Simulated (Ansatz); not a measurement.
I need a relaxed scan of one distance of AlBrH2, SMILES [AlH2][Br]. Use the Ansatz DFT code, driven from Python. Use (for the species named): PBE, def2-SVP basis, multiplicity 1.

```tsv
atom	x (Å)	y (Å)	z (Å)
Al	-0.1204	-0.1010	-0.0878
Br	1.7640	0.5590	1.1252
H	-0.6407	-1.5881	-0.1929
H	-0.9475	1.0699	-0.8648
```

The script, `run_relaxed_scan.py`:
```python
"""Relaxed scan of one distance in AlBrH2."""

import ansatz as az
import numpy as np

GEOMETRY = """
Al   -0.12040   -0.10100   -0.08780
Br    1.76400    0.55900    1.12520
H    -0.64070   -1.58810   -0.19290
H    -0.94750    1.06990   -0.86480
"""

molecule = az.Crystal.molecule()
for line in GEOMETRY.strip().splitlines():
    symbol, *xyz = line.split()
    molecule = molecule.atom(symbol, [float(v) for v in xyz])

setup = (
    molecule.calculation()
    .basis(gaussian="def2-SVP")
    .functional("pbe")
)
symbols = [site.symbol for site in molecule.cartesian_sites]
pairs = [(0, 1), (0, 2), (0, 3)]
print("held (A)   E (eV)        ", "  ".join(f"{symbols[i]}{i}-{symbols[j]}{j}" for i, j in pairs))
for length in [2.15, 2.34, 2.52, 2.8, 3.15]:
    rep = setup.relax(constraints=[az.DistanceConstraint((0, 1), at=length)], force_tolerance=0.02, max_steps=60).run().report
    xyz = np.array(rep["positions_ang"])
    print(f"{length:6.2f} {rep['free_energy_ev']:14.5f}  ", "  ".join(f"{np.linalg.norm(xyz[i] - xyz[j]):.3f}" for i, j in pairs))
```

```console
$ python run_relaxed_scan.py
held (A)   E (eV)         Al0-Br1  Al0-H2  Al0-H3
DeckWarning: relax.constraints: the input's atoms, or those drawn, lie off the distances that are held; a relaxation that starts there is brought onto them ahead of its first SCF, by positions alone, an atom by 9.31e-2 Å at the most. With the symmetry detection on, the symmetry is detected on the input's atoms as so [...]
  2.15   -76651.87324   2.150  1.595  1.594
  2.34   -76651.96443   2.340  1.591  1.591
  2.52   -76651.70525   2.520  1.588  1.588
  2.80   -76651.04890   2.800  1.586  1.586
  3.15   -76650.17567   3.150  1.585  1.585
```
(Warnings from the package without file and line, shortened, repeats left out.)

Total energies depend on the basis set; only differences at equal settings carry meaning. The energies are electronic: no zero-point or thermal terms, and the basis set is short of its limit. Hardware and time: 26 s on 1 thread of Arm Neoverse V1, with other jobs on the host, peak memory 0.18 GiB.

(Lines on the test bed's own set-up are left out of the output.)
